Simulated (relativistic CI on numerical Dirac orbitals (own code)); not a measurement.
# S⁺: one ion under different settings

Aim: see what numerical and physical settings do to the SCF, the total energy and the lowest levels of S⁺.

Method: Dirac-Coulomb-Breit CI, KLI orbitals optimised for each configuration, model QED (radiative potential, 1s self-energy scaled to tabulated hydrogen-like ionisation energies), numerical settings as typed. Code: relativistic CI on numerical Dirac orbitals (own code) version 3.

**1. What is computed**

```
ion            : S⁺ (S II)
nuclear charge : 16
electrons      : 15
isotope        : A = 32
```

**2. The usual input**

Settings of the run:

```ini
atom S  Z=16  charge=1  electrons=15
nucleus A=32  rms_radius_fm=3.2611
hamiltonian dirac-coulomb  breit=on  qed=on  c_scale=1
orbitals kli  potential=per-configuration
slater_scale 1
correlation none
mixing on
grid step=0.0125 r_max=51.4
scf mixing=0.4 start=green max_iterations=150 tolerance=2e-08 node_fill=0.05
configurations
  [Ne] 3s2 3p3
  [Ne] 3s 3p4
  [Ne] 3s2 3p2 3d
end
```

Started as:

```sh
python run_levels.py task.json out
```

One command runs all members of the session, one after another, from task.json.

The program writes no log. Results of the run, from its result record (rounded, main fields):

```text
status: converged
levels [i, E_cm, J2, conf, term, w_term, w_jj]:
  - [0, 0, 3, "3s2 3p3", "4S*", 0.9998, 0.555]
  - [1, 18858.457, 3, "3s2 3p3", "2D*", 0.9982, 0.4447]
  - [2, 18884.14, 5, "3s2 3p3", "2D*", 1, 1]
  - [3, 31455.076, 1, "3s2 3p3", "2P*", 1, 1]
  - [4, 31509.243, 3, "3s2 3p3", "2P*", 0.998, 0.5413]
  - [5, 74744.35, 5, "3s 3p4", "4P", 0.8179, 0.5546]
  - [6, 75102.913, 3, "3s 3p4", "4P", 0.8174, 0.7238]
  - [7, 75309.053, 1, "3s 3p4", "4P", 0.817, 0.3557]
  - [8, 98884.795, 3, "3s 3p4", "2D", 0.6066, 0.3945]
  - [9, 98913.959, 5, "3s 3p4", "2D", 0.6067, 0.4136]
  - [10, 105754.14, 3, "3s2 3p2 3d", "2P", 0.8383, 0.3278]
  - [11, 106202.77, 1, "3s2 3p2 3d", "2P", 0.8385, 0.5222]
  - [12, 109297.19, 3, "3s2 3p2 3d", "4F", 0.9984, 0.4139]
  - [13, 109437.67, 5, "3s2 3p2 3d", "4F", 0.9974, 0.5732]
  - "... 16 more rows left out ..."
total_energy [Ha]: -398.14093216
n_levels_all: 41
overlap: 2.32419e-13
scf_iterations: [10, 10, 11]
orbital_energies [Ha]: {"1s": -88.9892, "2s": -8.50069, "2p1/2": -6.49146, "2p3/2": -6.44511, "3s": -1.19593, "3p1/2": -0.80293, "3p3/2": -0.799459}
configurations [conf, odd, states, E_av_Ha, breit_Ha, qed_Ha]:
  - ["3s2 3p3", 1, 20, -398.1999005, 0.08749, 0.05753]
  - ["3s 3p4", 0, 30, -397.7500299, 0.08744, 0.05731]
  - ["3s2 3p2 3d", 0, 150, -397.7003524, 0.0873, 0.05756]
scf_steps of the first configuration [iteration, E_Ha, residual, outer_eigenvalue_Ha]:
  - [1, -396.5900464, 0.925, -0.98]
  - [2, -397.9216181, 0.354, -0.8174]
  - [3, -398.1956923, 0.029, -0.7664]
  - [4, -398.1997867, 0.00787, -0.804]
  - [5, -398.1998559, 0.00134, -0.7991]
  - [6, -398.199898, 7.39e-05, -0.7994]
  - [7, -398.1998998, 4.39e-05, -0.7994]
  - [8, -398.1999006, 1.36e-06, -0.7995]
  - [9, -398.1999005, 1.18e-06, -0.7995]
  - [10, -398.1999005, 7.44e-09, -0.7995]
```

Wall time 0.087 s (1 thread, shared host).

**3. Tolerance 0.0001, end of the grid 77.1**

The settings differ from step 2 so:

```diff
@@ -7,4 +7,4 @@
 mixing on
-grid step=0.0125 r_max=51.4
-scf mixing=0.4 start=green max_iterations=150 tolerance=2e-08 node_fill=0.05
+grid step=0.0125 r_max=77.1
+scf mixing=0.4 start=green max_iterations=150 tolerance=0.0001 node_fill=0.05
 configurations
```

Main fields:

```text
status: converged
levels [i, E_cm, J2, conf, term, w_term]:
  - [0, 0, 3, "3s2 3p3", "4S*", 0.9998]
  - [1, 18857.473, 3, "3s2 3p3", "2D*", 0.9982]
  - [2, 18883.161, 5, "3s2 3p3", "2D*", 1]
  - [3, 31453.441, 1, "3s2 3p3", "2P*", 1]
  - [4, 31507.614, 3, "3s2 3p3", "2P*", 0.998]
  - [5, 74746.897, 5, "3s 3p4", "4P", 0.8179]
  - [6, 75105.475, 3, "3s 3p4", "4P", 0.8174]
  - [7, 75311.624, 1, "3s 3p4", "4P", 0.817]
  - "... 22 more rows left out ..."
total_energy [Ha]: -398.14092592
n_levels_all: 41
overlap: 2.32882e-13
scf_iterations: [6, 6, 6]
orbital_energies [Ha]: {"1s": -88.9886, "2s": -8.50063, "2p1/2": -6.4914, "2p3/2": -6.44505, "3s": -1.19581, "3p1/2": -0.802823, "3p3/2": -0.799352}
configurations [conf, odd, states, E_av_Ha, breit_Ha, qed_Ha]:
  - ["3s2 3p3", 1, 20, -398.199898, 0.08749, 0.05753]
  - ["3s 3p4", 0, 30, -397.7500266, 0.08744, 0.05731]
  - ["3s2 3p2 3d", 0, 150, -397.7003511, 0.0873, 0.05756]
scf_steps of the first configuration [iteration, E_Ha, residual, outer_eigenvalue_Ha]:
  - [1, -396.5900464, 0.925, -0.98]
  - [2, -397.9216181, 0.354, -0.8174]
  - [3, -398.1956923, 0.029, -0.7664]
  - [4, -398.1997867, 0.00787, -0.804]
  - [5, -398.1998559, 0.00134, -0.7991]
  - [6, -398.199898, 7.39e-05, -0.7994]
```

Wall time 0.078 s (1 thread, shared host).

**4. Potential mixing 0.9**

The settings differ from step 3 so:

```diff
@@ -7,4 +7,4 @@
 mixing on
-grid step=0.0125 r_max=77.1
-scf mixing=0.4 start=green max_iterations=150 tolerance=0.0001 node_fill=0.05
+grid step=0.0125 r_max=51.4
+scf mixing=0.9 start=green max_iterations=150 tolerance=2e-08 node_fill=0.05
 configurations
```

Main fields:

```text
status: converged
levels [i, E_cm, J2, conf, term, w_term]:
  - [0, 0, 3, "3s2 3p3", "4S*", 0.9998]
  - [1, 18858.457, 3, "3s2 3p3", "2D*", 0.9982]
  - [2, 18884.14, 5, "3s2 3p3", "2D*", 1]
  - [3, 31455.076, 1, "3s2 3p3", "2P*", 1]
  - [4, 31509.243, 3, "3s2 3p3", "2P*", 0.998]
  - [5, 74744.35, 5, "3s 3p4", "4P", 0.8179]
  - [6, 75102.913, 3, "3s 3p4", "4P", 0.8174]
  - [7, 75309.053, 1, "3s 3p4", "4P", 0.817]
  - "... 22 more rows left out ..."
total_energy [Ha]: -398.14093216
n_levels_all: 41
overlap: 2.31914e-13
scf_iterations: [8, 8, 9]
orbital_energies [Ha]: {"1s": -88.9892, "2s": -8.50069, "2p1/2": -6.49146, "2p3/2": -6.44511, "3s": -1.19593, "3p1/2": -0.80293, "3p3/2": -0.799459}
configurations [conf, odd, states, E_av_Ha, breit_Ha, qed_Ha]:
  - ["3s2 3p3", 1, 20, -398.1999005, 0.08749, 0.05753]
  - ["3s 3p4", 0, 30, -397.7500299, 0.08744, 0.05731]
  - ["3s2 3p2 3d", 0, 150, -397.7003524, 0.0873, 0.05756]
scf_steps of the first configuration [iteration, E_Ha, residual, outer_eigenvalue_Ha]:
  - [1, -396.5900464, 0.925, -0.98]
  - [2, -397.9814965, 0.409, -0.6728]
  - [3, -398.1993456, 0.0107, -0.8064]
  - [4, -398.1998614, 0.000441, -0.7993]
  - [5, -398.1999013, 5.13e-05, -0.7995]
  - [6, -398.1999005, 1.65e-06, -0.7995]
  - [7, -398.1999005, 1.06e-06, -0.7995]
  - [8, -398.1999005, 4.03e-09, -0.7995]
```

Run time: 0.083 s. Hardware: 1 thread, shared host.

**5. Grid step 0.04**

The settings differ from step 4 so:

```diff
@@ -7,4 +7,4 @@
 mixing on
-grid step=0.0125 r_max=51.4
-scf mixing=0.9 start=green max_iterations=150 tolerance=2e-08 node_fill=0.05
+grid step=0.04 r_max=51.4
+scf mixing=0.4 start=green max_iterations=150 tolerance=2e-08 node_fill=0.05
 configurations
```

Main fields:

```text
status: converged
levels [i, E_cm, J2, conf, term, w_term]:
  - [0, 0, 3, "3s2 3p3", "4S*", 0.9998]
  - [1, 18858.449, 3, "3s2 3p3", "2D*", 0.9982]
  - [2, 18884.132, 5, "3s2 3p3", "2D*", 1]
  - [3, 31455.063, 1, "3s2 3p3", "2P*", 1]
  - [4, 31509.23, 3, "3s2 3p3", "2P*", 0.998]
  - [5, 74744.317, 5, "3s 3p4", "4P", 0.8179]
  - [6, 75102.878, 3, "3s 3p4", "4P", 0.8174]
  - [7, 75309.018, 1, "3s 3p4", "4P", 0.817]
  - "... 22 more rows left out ..."
total_energy [Ha]: -398.14081449
n_levels_all: 41
overlap: 7.73508e-10
scf_iterations: [10, 11, 11]
orbital_energies [Ha]: {"1s": -88.9892, "2s": -8.50068, "2p1/2": -6.49146, "2p3/2": -6.44511, "3s": -1.19593, "3p1/2": -0.802929, "3p3/2": -0.799458}
configurations [conf, odd, states, E_av_Ha, breit_Ha, qed_Ha]:
  - ["3s2 3p3", 1, 20, -398.1997837, 0.08749, 0.05753]
  - ["3s 3p4", 0, 30, -397.7499132, 0.08744, 0.05731]
  - ["3s2 3p2 3d", 0, 150, -397.700236, 0.0873, 0.05756]
scf_steps of the first configuration [iteration, E_Ha, residual, outer_eigenvalue_Ha]:
  - [1, -396.5899321, 0.925, -0.98]
  - [2, -397.9215018, 0.354, -0.8174]
  - [3, -398.1955756, 0.029, -0.7664]
  - [4, -398.1996699, 0.00787, -0.804]
  - [5, -398.1997391, 0.00134, -0.7991]
  - [6, -398.1997811, 7.23e-05, -0.7994]
  - [7, -398.1997823, 5.25e-05, -0.7994]
  - [8, -398.1997837, 5.81e-07, -0.7995]
  - [9, -398.1997837, 1.14e-06, -0.7995]
  - [10, -398.1997837, 9.1e-09, -0.7995]
```

Run time: 0.039 s. Hardware: 1 thread, shared host.

**6. Slater scale 1.2, end of the grid 77.1, iteration limit 20**

Settings of the run:

```ini
atom S  Z=16  charge=1  electrons=15
nucleus A=32  rms_radius_fm=3.2611
hamiltonian dirac-coulomb  breit=on  qed=on  c_scale=1
orbitals kli  potential=per-configuration
slater_scale 1.2
correlation none
mixing on
grid step=0.0125 r_max=77.1
scf mixing=0.4 start=green max_iterations=20 tolerance=2e-08 node_fill=0.05
configurations
  [Ne] 3s2 3p3
  [Ne] 3s 3p4
  [Ne] 3s2 3p2 3d
end
```

Main fields:

```text
status: converged
levels [i, E_cm, J2, conf, term, w_term]:
  - [0, 0, 3, "3s2 3p3", "4S*", 0.9998]
  - [1, 22635.295, 3, "3s2 3p3", "2D*", 0.9988]
  - [2, 22658.995, 5, "3s2 3p3", "2D*", 1]
  - [3, 37742.894, 1, "3s2 3p3", "2P*", 1]
  - [4, 37797.193, 3, "3s2 3p3", "2P*", 0.9986]
  - [5, 69591.585, 5, "3s 3p4", "4P", 0.8092]
  - [6, 69950.132, 3, "3s 3p4", "4P", 0.8088]
  - [7, 70157.12, 1, "3s 3p4", "4P", 0.8084]
  - "... 22 more rows left out ..."
total_energy [Ha]: -398.15812896
n_levels_all: 41
overlap: 2.3258e-13
scf_iterations: [10, 10, 11]
orbital_energies [Ha]: {"1s": -88.9892, "2s": -8.50069, "2p1/2": -6.49146, "2p3/2": -6.44511, "3s": -1.19593, "3p1/2": -0.80293, "3p3/2": -0.799459}
configurations [conf, odd, states, E_av_Ha, breit_Ha, qed_Ha]:
  - ["3s2 3p3", 1, 20, -398.1999005, 0.08749, 0.05753]
  - ["3s 3p4", 0, 30, -397.7500299, 0.08744, 0.05731]
  - ["3s2 3p2 3d", 0, 150, -397.7003524, 0.0873, 0.05756]
scf_steps of the first configuration [iteration, E_Ha, residual, outer_eigenvalue_Ha]:
  - [1, -396.5900464, 0.925, -0.98]
  - [2, -397.9216181, 0.354, -0.8174]
  - [3, -398.1956923, 0.029, -0.7664]
  - [4, -398.1997867, 0.00787, -0.804]
  - [5, -398.1998559, 0.00134, -0.7991]
  - [6, -398.199898, 7.39e-05, -0.7994]
  - [7, -398.1998998, 4.39e-05, -0.7994]
  - [8, -398.1999006, 1.36e-06, -0.7995]
  - [9, -398.1999005, 1.18e-06, -0.7995]
  - [10, -398.1999005, 7.44e-09, -0.7995]
```

It took 0.087 s on 1 thread, shared host.

**7. Nuclear radius 326.11**

Settings of the run:

```ini
atom S  Z=16  charge=1  electrons=15
nucleus A=32  rms_radius_fm=326.1100
hamiltonian dirac-coulomb  breit=on  qed=on  c_scale=1
orbitals kli  potential=per-configuration
slater_scale 1
correlation none
mixing on
grid step=0.0125 r_max=51.4
scf mixing=0.4 start=green max_iterations=67 tolerance=2e-08 node_fill=0.05
configurations
  [Ne] 3s2 3p3
  [Ne] 3s 3p4
  [Ne] 3s2 3p2 3d
end
```

Main fields:

```text
status: converged
levels [i, E_cm, J2, conf, term, w_term]:
  - [0, 0, 3, "3s2 3p3", "4S*", 0.9998]
  - [1, 18887.301, 3, "3s2 3p3", "2D*", 0.9982]
  - [2, 18912.88, 5, "3s2 3p3", "2D*", 1]
  - [3, 31503.071, 1, "3s2 3p3", "2P*", 1]
  - [4, 31557.096, 3, "3s2 3p3", "2P*", 0.998]
  - [5, 72949.598, 5, "3s 3p4", "4P", 0.8288]
  - [6, 73309.315, 3, "3s 3p4", "4P", 0.8284]
  - [7, 73516.162, 1, "3s 3p4", "4P", 0.828]
  - "... 22 more rows left out ..."
total_energy [Ha]: -395.19608108
n_levels_all: 41
overlap: 2.26707e-13
scf_iterations: [10, 10, 11]
orbital_energies [Ha]: {"1s": -87.7439, "2s": -8.41396, "2p1/2": -6.50931, "2p3/2": -6.463, "3s": -1.18821, "3p1/2": -0.805226, "3p3/2": -0.801753}
configurations [conf, odd, states, E_av_Ha, breit_Ha, qed_Ha]:
  - ["3s2 3p3", 1, 20, -395.2423581, 0.08512, 0.04733]
  - ["3s 3p4", 0, 30, -394.8025634, 0.08509, 0.04715]
  - ["3s2 3p2 3d", 0, 150, -394.7411422, 0.08493, 0.04735]
scf_steps of the first configuration [iteration, E_Ha, residual, outer_eigenvalue_Ha]:
  - [1, -393.6643681, 0.917, -0.98]
  - [2, -394.9695542, 0.351, -0.8191]
  - [3, -395.2381776, 0.0278, -0.7688]
  - [4, -395.2422423, 0.00764, -0.8062]
  - [5, -395.2423111, 0.00132, -0.8014]
  - [6, -395.2423556, 7.33e-05, -0.8016]
  - [7, -395.2423581, 3.82e-05, -0.8018]
  - [8, -395.2423581, 1.66e-06, -0.8018]
  - [9, -395.2423581, 3.15e-07, -0.8017]
  - [10, -395.2423581, 7.28e-09, -0.8017]
```

It took 0.088 s on 1 thread, shared host.

A bad setting: its result is shown only for the comparison.

**8. Potential mixing 2.5**

Settings of the run:

```ini
atom S  Z=16  charge=1  electrons=15
nucleus A=32  rms_radius_fm=3.2611
hamiltonian dirac-coulomb  breit=on  qed=on  c_scale=1
orbitals kli  potential=per-configuration
slater_scale 1
correlation none
mixing on
grid step=0.0125 r_max=51.4
scf mixing=2.5 start=green max_iterations=78 tolerance=2e-08 node_fill=0.05
configurations
  [Ne] 3s2 3p3
  [Ne] 3s 3p4
  [Ne] 3s2 3p2 3d
end
```

Main fields:

```text
status: converged
levels [i, E_cm, J2, conf, term, w_term]:
  - [0, 0, 3, "3s2 3p3", "4S*", 0.9998]
  - [1, 18858.457, 3, "3s2 3p3", "2D*", 0.9982]
  - [2, 18884.14, 5, "3s2 3p3", "2D*", 1]
  - [3, 31455.076, 1, "3s2 3p3", "2P*", 1]
  - [4, 31509.243, 3, "3s2 3p3", "2P*", 0.998]
  - [5, 74744.35, 5, "3s 3p4", "4P", 0.8179]
  - [6, 75102.913, 3, "3s 3p4", "4P", 0.8174]
  - [7, 75309.053, 1, "3s 3p4", "4P", 0.817]
  - "... 22 more rows left out ..."
total_energy [Ha]: -398.14093216
n_levels_all: 41
overlap: 2.33458e-13
scf_iterations: [12, 11, 13]
orbital_energies [Ha]: {"1s": -88.9892, "2s": -8.50069, "2p1/2": -6.49146, "2p3/2": -6.44511, "3s": -1.19593, "3p1/2": -0.80293, "3p3/2": -0.799459}
configurations [conf, odd, states, E_av_Ha, breit_Ha, qed_Ha]:
  - ["3s2 3p3", 1, 20, -398.1999005, 0.08749, 0.05753]
  - ["3s 3p4", 0, 30, -397.7500299, 0.08744, 0.05731]
  - ["3s2 3p2 3d", 0, 150, -397.7003524, 0.0873, 0.05756]
scf_steps of the first configuration [iteration, E_Ha, residual, outer_eigenvalue_Ha]:
  - [1, -396.5900464, 0.925, -0.98]
  - [2, -377.4234259, 2.91, -0.4279]
  - [3, -398.0665996, 0.2, -0.9956]
  - [4, -398.1940909, 0.0733, -0.8316]
  - [5, -398.1971386, 0.0469, -0.8226]
  - [6, -398.1998888, 0.00277, -0.7999]
  - [7, -398.1998969, 0.000171, -0.7992]
  - [8, -398.1998981, 0.000261, -0.7993]
  - [9, -398.1999005, 5.99e-06, -0.7995]
  - [10, -398.1999005, 1.6e-06, -0.7995]
  - [11, -398.1999005, 1.89e-07, -0.7995]
  - [12, -398.1999005, 1.87e-09, -0.7995]
```

Run time: 0.1 s. Hardware: 1 thread, shared host.

The value lies outside the usual range, yet the result is unchanged in this case.

**9. The runs side by side**

| setting | total energy less usual (Ha) | largest shift of a level among the lowest eight of both runs, same label and place (cm⁻¹) | SCF iterations | time | lowest level | kind of change |
| --- | --- | --- | --- | --- | --- | --- |
| usual | 0 | 0 | 31 | 0.087 s | 3p3 4S°3/2 | - |
| tolerance 0.0001, end of the grid 77.1 | 6.25e-06 | 2.57 | 18 | 0.078 s | 3p3 4S°3/2 | numerical |
| potential mixing 0.9 | 0 | 0 | 25 | 0.083 s | 3p3 4S°3/2 | numerical |
| grid step 0.04 | 0.000118 | 0.0354 | 32 | 0.039 s | 3p3 4S°3/2 | numerical |
| Slater scale 1.2, end of the grid 77.1, iteration limit 20 | -0.0172 | 6290 | 31 | 0.087 s | 3p3 4S°3/2 | model term |
| nuclear radius 326.11 | 2.94 | 1790 | 31 | 0.088 s | 3p3 4S°3/2 | unsound |
| potential mixing 2.5 | 0 | 0 | 36 | 0.1 s | 3p3 4S°3/2 | extreme, harmless here |

**10. Summary of results**

```
                    quantity         value
lowest level, usual settings    3p3 4S°3/2
                total energy  -398.1409 Ha
            first excitation  18858.5 cm⁻¹
```

In words: Among the runs whose levels can be followed, they move most under «Slater scale 1.2, end of the grid 77.1, iteration limit 20» (model term), by up to 6290 cm⁻¹. No visible change in the result comes from «potential mixing 0.9» or «potential mixing 2.5». Only the listed configurations are in the model. In a near-neutral ion this small CI can misplace whole configurations by 10,000 cm⁻¹ or more.
